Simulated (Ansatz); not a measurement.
# CH₈BNSSi: a ladder of functionals and wavefunction methods

An exercise on one series of results from a longer session: the logs are not shown, and one member is left open.

The runs use Ansatz 0.2.0, Gaussian basis; functionals in def2-TZVPP, the program's frozen cores in correlated methods.

Levels to be run: PBE-D4, r2SCAN-D4, PBE0-D4, B3LYP-D4, ωB97X-V, ωB97M-V, B2PLYP; CCSD(T)/def2-TZVPP; MP2/def2-QZVPP; extrapolation to the limit.

### The relaxed structure

An earlier PBE0-D4 in a triple-zeta def2 set relaxation fixed the geometry.

SMILES `N[SiH2]CBS`, 13 atoms, charge 0, spin multiplicity 1.

Atoms are counted from 1 here; the program's logs count them from 0.

Bond lengths: N1–Si2 1.720 Å, N1–H6 1.009 Å, N1–H7 1.007 Å, Si2–C3 1.885 Å, Si2–H8 1.493 Å, Si2–H9 1.487 Å, C3–B4 1.542 Å, C3–H10 1.094 Å, C3–H11 1.095 Å, B4–S5 1.788 Å, B4–H12 1.196 Å, S5–H13 1.346 Å. Angles: Si2–N1–H6 119.6°, Si2–N1–H7 119.2°, H6–N1–H7 110.9°, N1–Si2–C3 109.0°, N1–Si2–H8 115.4°, N1–Si2–H9 106.5°, C3–Si2–H8 107.7°, C3–Si2–H9 110.5°, H8–Si2–H9 107.6°, Si2–C3–B4 108.9°, Si2–C3–H10 105.8°, Si2–C3–H11 105.6°, B4–C3–H10 114.2°, B4–C3–H11 112.1°, H10–C3–H11 109.8°, C3–B4–S5 124.5°, C3–B4–H12 122.3°, S5–B4–H12 113.1° and more.

Coordinates:

```
atom    x (Å)    y (Å)    z (Å)
  N1  -1.5469  -0.6619   0.6777
 Si2  -0.0571  -1.2931   0.0953
  C3   1.2146   0.0967   0.0284
  B4   0.7049   1.1936  -0.9277
  S5  -0.3295   2.5655  -0.4332
  H6  -2.0049   0.0813   0.1725
  H7  -2.2221  -1.2896   1.0837
  H8  -0.1124  -1.9239  -1.2570
  H9   0.3647  -2.3398   1.0639
 H10   1.3468   0.4287   1.0622
 H11   2.1383  -0.3669  -0.3330
 H12   0.9047   1.1571  -2.1066
 H13  -0.3805   2.3176   0.8886
```

Set-up of the first run:

The input, in.yaml:

```yaml
crystal:
  periodic: [false, false, false]
  atoms:
    - {symbol: N, position_ang: [-1.546928, -0.661887, 0.677721]}
    - {symbol: Si, position_ang: [-0.057115, -1.293124, 0.095317]}
    - {symbol: C, position_ang: [1.214591, 0.096719, 0.028355]}
    - {symbol: B, position_ang: [0.704888, 1.193578, -0.927668]}
    - {symbol: S, position_ang: [-0.329539, 2.565463, -0.433194]}
    - {symbol: H, position_ang: [-2.004938, 0.081271, 0.172531]}
    - {symbol: H, position_ang: [-2.222083, -1.289627, 1.083711]}
    - {symbol: H, position_ang: [-0.112411, -1.923914, -1.256970]}
    - {symbol: H, position_ang: [0.364688, -2.339795, 1.063924]}
    - {symbol: H, position_ang: [1.346782, 0.428717, 1.062151]}
    - {symbol: H, position_ang: [2.138317, -0.366851, -0.332984]}
    - {symbol: H, position_ang: [0.904684, 1.157134, -2.106641]}
    - {symbol: H, position_ang: [-0.380539, 2.317617, 0.888647]}
basis:
  gaussian: {orbitals: def2-TZVPP}
hamiltonian: {xc: pbe, dispersion: d4}
output: {forces: true, orbitals: {seedname: orbitals}}
```

Command:

```sh
$ ansatz run in.yaml --threads 4 --pin off --events-out ev --progress --plain --max-ram 10444MiB
```

Among the steps run: PBE-D4 (GGA); r2SCAN-D4 (meta-GGA); PBE0-D4 (hybrid); B3LYP-D4 (hybrid); ωB97X-V (range-separated); ωB97M-V (range-separated); B2PLYP (double hybrid); CCSD(T) in def2-TZVPP; MP2 in def2-QZVPP.

One table of the session follows, with a row left open; its other results are not shown here.

```
            method  atomisation energy (kcal/mol)
            PBE-D4                         1105.2
         r2SCAN-D4                              ?
           PBE0-D4                         1092.9
          B3LYP-D4                         1094.7
           ωB97X-V                         1098.2
           ωB97M-V                         1098.9
            B2PLYP                         1079.7
     HF/def2-TZVPP                          807.7
    MP2/def2-TZVPP                         1071.6
   CCSD/def2-TZVPP                         1047.6
CCSD(T)/def2-TZVPP                         1061.8
           MP2/CBS                         1100.3
       CCSD(T)/CBS                         1090.5
```

Estimate the missing values for r2SCAN-D4.

As computed: atomisation energy (kcal/mol): 1095.2. In the column «atomisation energy (kcal/mol)» it lies between B3LYP-D4 (1094.7) and ωB97X-V (1098.2).
